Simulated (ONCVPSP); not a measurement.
# Ni: the cost of one run

The numbers are computed with ONCVPSP 4.0.1.1 (patched build) (PBE, scalar-relativistic, spin-unpolarised reference atom).

**1. Starting point**

Typed settings, in words:

```json
{"element": "nickel (Ni, Z = 28)", "type": "optimised norm-conserving Vanderbilt (ONCV)", "frozen core": "[Ne]", "valence charge": "18", "reference configuration": "3s2 3p6 3d8 4s2", "partial waves": "3s+4s: rc 1.35 bohr, ncon 5, nbas 10, qcut 6.7 1/bohr, 2 projectors; 3p: rc 0.85 bohr, ncon 5, nbas 9, qcut 11 1/bohr, 2 projectors, debl 1.5 Ha; 3d: rc 1.35 bohr, ncon 3, nbas 8, qcut 12 1/bohr, 1 projector", "local potential": "polynomial inside 0.55 bohr (lpopt 5, dvloc0 4 Ha)", "core correction": "not asked for"}
```

An earlier all-electron run gives the scale for the radii.

All-electron outer shells of the reference configuration (PBE, scalar-relativistic, ld1.x):

| shell | level (eV) | outermost node (bohr) | outermost maximum (bohr) |
| --- | --- | --- | --- |
| 2p | -844.68 | – | 0.16 |
| 3s | -111.06 | 0.30 | 0.64 |
| 3p | -71.39 | 0.27 | 0.65 |
| 3d | -8.87 | – | 0.63 |
| 4s | -5.64 | 0.92 | 2.24 |
| 4p | -1.22 | 1.00 | 3.17 |

**2. Generation**

The input, Ni.dat:

```
# ATOM AND REFERENCE CONFIGURATION
# atsym  z   nc   nv     iexc    psfile
  Ni 28.00    3    4        4      upf
#
#   n    l    f
    1    0    2.00
    2    0    2.00
    2    1    6.00
    3    0    2.00
    3    1    6.00
    3    2    8.00
    4    0    2.00
#
# PSEUDOPOTENTIAL AND OPTIMIZATION
# lmax
    2
#
#   l,   rc,      ep,       ncon, nbas, qcut
    0    1.35    0.00    5   10    6.70
    1    0.85    0.00    5    9   11.00
    2    1.35    0.00    3    8   12.00
#
# LOCAL POTENTIAL
# lloc, lpopt,  rc(5),   dvloc0
    4    5    0.55    4.00
#
# VANDERBILT-KLEINMAN-BYLANDER PROJECTORs
# l, nproj, debl
    0    2    3.70
    1    2    1.50
    2    1    3.50
#
# MODEL CORE CHARGE
# icmod, fcfact, rcfact
    0    0.00    0.00
#
# LOG DERIVATIVE ANALYSIS
# epsh1, epsh2, depsh
   -6.00    5.00    0.04
#
# OUTPUT GRID
# rlmax, drl
    6.00    0.01
#
# TEST CONFIGURATIONS
# ncnf
    4
# nvcnf
#   n    l    f
    4
    3    0    2.00
    3    1    6.00
    3    2    8.00
    4    0    1.00
#
    4
    3    0    2.00
    3    1    6.00
    3    2    8.00
    4    0    0.00
#
    4
    3    0    2.00
    3    1    6.00
    3    2    7.00
    4    0    0.00
#
    4
    3    0    2.00
    3    1    6.00
    3    2    9.00
    4    0    0.00
#
```

Run with:

```bash
$ oncvpsp.x < Ni.dat > Ni.out
```

**Question.** How long does this run take on 1 thread of Neoverse-N1, shared host?

About 5.1 s.
